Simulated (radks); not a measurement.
# Ti⁺ in [Ar] 3d2 5s1: an all-electron calculation

An exercise on one series of results from a longer session: the logs are not shown, and one member is left open.

The numbers are computed with radks (a radial shooting solver on a logarithmic mesh, Libxc functionals) version 1 (non-relativistic Kohn-Sham, TPSS, spin-unpolarised, spherical densities, point nucleus), except any that are marked as measured or tabulated.

### The atom as given

```
element       : titanium (Z = 22)
charge        : +1
electrons     : 21
configuration : [Ar] 3d2 5s1
```

Outer shells as boxes (Hund's rule):

Ti⁺
```
[Ar] core
3d [↑ ][↑ ][  ][  ][  ]
5s [↑ ]
```

The first run:

Settings of this run:

```text
Z 22
configuration [Ar] 3d2 5s1 4s0 4p0 4d0 4f0
relativity non-relativistic
functional tpss,tpss
spin unpolarised
nucleus point
```

Among the steps run: Self-consistent calculation.

One table of the session follows, with a row left open; its other results are not shown here.

It belongs to the step «Orbitals and density». Radial moments (bohr):

| level | <r> | outermost maximum (interpolated) | 90 % within | nodes |
| --- | --- | --- | --- | --- |
| 1s | ? | ? | ? | ? |
| 2s | 0.3271 | 0.271 | 0.508 | 1 |
| 2p | 0.2908 | 0.220 | 0.478 | 0 |
| 3s | 1.014 | 0.874 | 1.52 | 2 |
| 3p | 1.086 | 0.902 | 1.67 | 1 |
| 3d | 1.434 | 0.961 | 2.45 | 0 |
| 4s | 3.062 | 2.65 | 4.52 | 3 |
| 4p | 3.861 | 3.17 | 5.96 | 2 |
| 5s | 6.985 | 6.85 | 9.75 | 4 |
| 4d | 6.561 | 6.21 | 9.50 | 1 |
| 4f | 9.200 | 8.06 | 13.2 | 0 |

**Question.** Estimate the row for 1s.

The run gave: <r>: 0.07012; outermost maximum (interpolated): 0.0461; 90 % within: 0.125; nodes: 0. In the column «<r>» it is the lowest.
